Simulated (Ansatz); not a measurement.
Write a Python script for the Ansatz DFT code, driven from Python that makes a single point from a YAML input of K2InGaI6, space group Fm-3m. Settings: PBEsol, PAW, cutoff 517 eV, 3×3×3 k-points, fixed occupations.

```yaml
crystal:
  lattice:
    - [0.00000, 6.05039, 6.05039]
    - [6.05039, 0.00000, 6.05039]
    - [6.05039, 6.05039, 0.00000]
  atoms:
    - { symbol: K, position: [0.75000, 0.75000, 0.75000] }
    - { symbol: K, position: [0.25000, 0.25000, 0.25000] }
    - { symbol: In, position: [0.50000, 0.50000, 0.50000] }
    - { symbol: Ga, position: [0.00000, 0.00000, 0.00000] }
    - { symbol: I, position: [0.74515, 0.25485, 0.25485] }
    - { symbol: I, position: [0.25485, 0.25485, 0.74515] }
    - { symbol: I, position: [0.25485, 0.74515, 0.74515] }
    - { symbol: I, position: [0.25485, 0.74515, 0.25485] }
    - { symbol: I, position: [0.74515, 0.25485, 0.74515] }
    - { symbol: I, position: [0.74515, 0.74515, 0.25485] }
```

`yaml_run_k2ingai6.py`:
```python
import warnings

import ansatz as az

INPUT = """
crystal:
  lattice:
    - [0.0, 6.050386, 6.050386]
    - [6.050386, 0.0, 6.050386]
    - [6.050386, 6.050386, 0.0]
  atoms:
    - { symbol: K, position: [0.75, 0.75, 0.75] }
    - { symbol: K, position: [0.25, 0.25, 0.25] }
    - { symbol: In, position: [0.5, 0.5, 0.5] }
    - { symbol: Ga, position: [0.0, 0.0, 0.0] }
    - { symbol: I, position: [0.745146, 0.254854, 0.254854] }
    - { symbol: I, position: [0.254854, 0.254854, 0.745146] }
    - { symbol: I, position: [0.254854, 0.745146, 0.745146] }
    - { symbol: I, position: [0.254854, 0.745146, 0.254854] }
    - { symbol: I, position: [0.745146, 0.254854, 0.745146] }
    - { symbol: I, position: [0.745146, 0.745146, 0.254854] }
kpoints:
  mp_grid: { kspacing: 0.4 }
hamiltonian:
  xc: pbesol
scf:
  occupations: { method: fixed }
basis:
  ecutwfc: "19 Ha"
output:
  forces: true
"""

warnings.simplefilter("ignore", az.DeckWarning)

result = az.Session.from_yaml(INPUT).plan(threads=1).execute()
r = result.report

print(f"free energy      {r['free_energy_ev']:.5f} eV")
print(f"per atom         {r['free_energy_ev'] / len(result.lattice.sites):.5f} eV")
print(f"SCF iterations   {r['n_iterations']}  (converged: {r['converged']})")

print("forces (eV/A)")
for site, force in zip(result.lattice.sites, r["forces_ev_ang"]):
    print(f"  {site.symbol:2s} {force[0]:9.4f} {force[1]:9.4f} {force[2]:9.4f}")
```

Running `python yaml_run_k2ingai6.py` prints:
```text
free energy      -56902.23881 eV
per atom         -5690.22388 eV
SCF iterations   8  (converged: True)
forces (eV/A)
  K    -0.0000    0.0000   -0.0000
  K     0.0000   -0.0000   -0.0000
  In    0.0000   -0.0000   -0.0000
  Ga    0.0000    0.0000   -0.0000
  I     0.0603   -0.0000    0.0000
  I    -0.0000    0.0000    0.0603
  I    -0.0603   -0.0000   -0.0000
  I     0.0000    0.0603   -0.0000
  I     0.0000   -0.0603    0.0000
  I    -0.0000   -0.0000   -0.0603
```

Absolute energies stand on the zero of these potentials, so only differences at equal settings mean something. This cell is a computed structure, which may not be the phase found in nature. Timing: 10 s on 1 thread of Arm Neoverse V2, with other jobs on the host, peak memory 0.87 GiB.

(Lines on the test bed's own set-up are left out of the output.)
